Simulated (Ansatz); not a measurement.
**GaPNH (singlet): from Hartree-Fock to the top rungs at distance Ga1–P2 = 2.869 Å, cc-pVDZ**

The task here is to estimate one member of a computed series from the others.

The runs use Ansatz 0.2.0, Gaussian basis; cc-pVDZ, core rule «outside noble gas», up to 20 orbitals frozen.

The runs, in order: UHF; CCSD(T) on RHF; CCSD(T) on UHF; BCCD(T) on RHF; CISD; CCSDT(Q) on RHF; CCSDT(Q) on UHF; CASSCF and MRCISD+Q, 2 electrons in 2 orbitals; CASSCF and NEVPT2, 2 electrons in 2 orbitals.

23 further runs of the same task are left out: 2 for a known fault of the program, 19 that didn't finish, 2 set aside as unsound or not needed.

## The geometry

The geometry derives from a PBE0/def2-TZVP stationary point (not a proven minimum). One bond is set to the value named and the two fragments are kept rigid. No spin-orbit coupling is included. The filled d shell of Ga may be among the frozen orbitals whatever the setting's name suggests; the logs give the count.

4 atoms, charge 0, spin multiplicity 1.

Atoms are counted from 1 here; the program's logs count them from 0.

Bond lengths: Ga1–H4 1.712 Å, P2–N3 1.484 Å.

As a file:

```xyz
4

Ga    0.0000   -0.3534    2.0468
P     0.0000   -0.5147   -0.8174
N     0.0000   -0.1539   -2.2567
H     0.0000    1.0220    1.0273
```

Set-up of the first run:

in.yaml

```yaml
crystal:
  periodic: [false, false, false]
  atoms:
    - {symbol: Ga, position_ang: [0.000013, -0.353433, 2.046784]}
    - {symbol: P, position_ang: [-0.000005, -0.514710, -0.817362]}
    - {symbol: N, position_ang: [0.000032, -0.153890, -2.256686]}
    - {symbol: H, position_ang: [-0.000039, 1.022032, 1.027264]}
basis:
  gaussian: {orbitals: cc-pVDZ}
magnetization: {spin_polarized: true, initial_magnetization: 0}
hamiltonian: {xc: hf}
output: {orbitals: {seedname: orbitals}}
```

On the command line:

```sh
> ansatz run in.yaml --threads 1 --pin off --events-out ev --progress --plain --max-ram 2393MiB
```

Among the steps run: UHF; CCSD(T) on RHF; CCSD(T) on UHF; BCCD(T) on RHF; CISD; CCSDT(Q) on RHF; CCSDT(Q) on UHF; CASSCF and MRCISD+Q, 2 electrons in 2 orbitals; CASSCF and NEVPT2, 2 electrons in 2 orbitals.

One of the session's tables, all rows but one given; the rest of the session is left out.

It belongs to the step «Misses and costs». 

```
       method  from RCCSDT(Q) (meV)
          RHF              +10606.1
          UHF              +10349.7
         RMP2                     ?
         UMP2               +2437.2
         CISD               +1872.9
        RCCSD                +587.8
        UCCSD                +613.3
     RCCSD(T)                 +86.1
     UCCSD(T)                +153.0
      BCCD(T)                 +83.3
       RCCSDT                 +76.2
       UCCSDT                 +80.0
    RCCSDT(Q)                     0
    UCCSDT(Q)                  +2.0
  CASSCF pair               +9706.1
  MRCISD pair               +1605.1
MRCISD+Q pair                +370.5
```

Q: Estimate the row for RMP2 from the others.

**Answer.** from RCCSDT(Q) (meV): +1138.3. In the column «from RCCSDT(Q) (meV)» it lies between UCCSD (+613.3) and MRCISD pair (+1605.1).

Not comparable, so not listed: CASSCF and NEVPT2, 2 electrons in 2 orbitals (they don't share determinant, frozen orbitals or solution with the rows shown, or repeat one).

To keep in mind: The determinant is far from a pure spin state, so its energy mixes those of several spin states (harmless only where they are near-degenerate, as at dissociation). Warnings: restricted reference is unstable; spin contamination; large T1 diagnostic. Restricted and unrestricted rows rest on different reference determinants; where their highest levels disagree by more than a few hundredths of an eV, they describe different states and don't form one ladder. Warnings in the runs' records: passed over end.
